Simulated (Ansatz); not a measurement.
# SnS4: what a guessed cell relaxes into

The task: take a trial cell of SnS4 to zero force and stress.

Method: DFT PBE, scalar-relativistic, plane waves, PAW, in Ansatz 0.2.0.

2 further runs of the same task are left out: 1 that didn't finish, 1 set aside as unsound or not needed.

### Step 1. The starting structure

It takes space group P4/mmm (No. 123, tetragonal). Conventional cell: a = 4.928 Å, b = 4.928 Å, c = 5.651 Å, α = 90.00°, β = 90.00°, γ = 90.00°. Sn (site symmetry 4/mmm) has 6 S at 2.83 to 3.48 Å in its first shell of neighbours. S (site symmetry mmm) has 2 S at 2.46 Å in its first shell of neighbours. Around S (site symmetry 4/mmm) lie 4 S at 2.46 Å and 2 Sn at 2.83 Å. Around S (site symmetry 4/mmm) lie 4 Sn at 3.48 Å.

Structure file:

```
Sn S
1.0
     4.92777    0.00000    0.00000
     0.00000    4.92777    0.00000
     0.00000    0.00000    5.65122
Sn S
1 4
Cartesian
  2.4639 2.4639 2.8256
  0.0000 2.4639 0.0000
  2.4639 0.0000 0.0000
  2.4639 2.4639 0.0000
  0.0000 0.0000 2.8256
```

The cell is invented: random cell by space group and Wyckoff sites (P4/mmm, No. 123). Lengths come from tabulated atomic sizes and are only a guess.

### Step 2. The guess as it stands, on a coarse mesh

The input, input.yaml:

```yaml
crystal:
  lattice:
    - [4.92777045, 0.0, 0.0]
    - [0.0, 4.92777045, 0.0]
    - [0.0, 0.0, 5.6512243]
  atoms:
    - { symbol: Sn, position: [0.5, 0.5, 0.5] }
    - { symbol: S, position: [0.0, 0.5, 0.0] }
    - { symbol: S, position: [0.5, 0.0, 0.0] }
    - { symbol: S, position: [0.5, 0.5, 0.0] }
    - { symbol: S, position: [0.0, 0.0, 0.5] }
basis:
  ecutwfc: 420
kpoints:
  mp_grid: { grid: [4, 4, 4] }
hamiltonian:
  xc: pbe
scf:
  occupations: { method: gaussian, width: 0.1 }
  lower_state_search: "off"
output:
  forces: true
  stress: true
  eigenvalues: true
```

The run is started by

```console
> ansatz run input.yaml --threads 1 --pin off --max-ram 2560MiB --backend cpu --events-out ev --progress --plain --runs-dir out
```

Further runs follow: rough relaxation on the coarse mesh; relaxation on the finer mesh; the kicked end on a coarse mesh; coarse relaxation (after the kick); final relaxation (after the kick).

**Question.** What will these runs give? Wanted: conventional cell; volume; energy over the elements, grey Sn; gap on the mesh.

**Answer**, as computed:

| quantity | value |
| --- | --- |
| symmetry at the first end (tolerance 0.05 Å) | space group P4/mmm (No. 123) |
| conventional cell | a = 4.427 Å, b = 4.427 Å, c = 5.789 Å, α = 90.00°, β = 90.00°, γ = 90.00° |
| volume | 22.69 Å³/atom |
| energy over the elements, grey Sn | +0.56 eV/atom |
| gap on the mesh | none (metal) |

The space group P4/mmm (No. 123) is kept, and the volume per atom shrinks by 17.3 % from the first guess. The formation energy is positive, so the separate elements lie lower. No finished test with a distortion of lower symmetry is shown, so the end may be a saddle point.

Spin-orbit coupling is left out, though the cell holds Sn; it can move the gap.
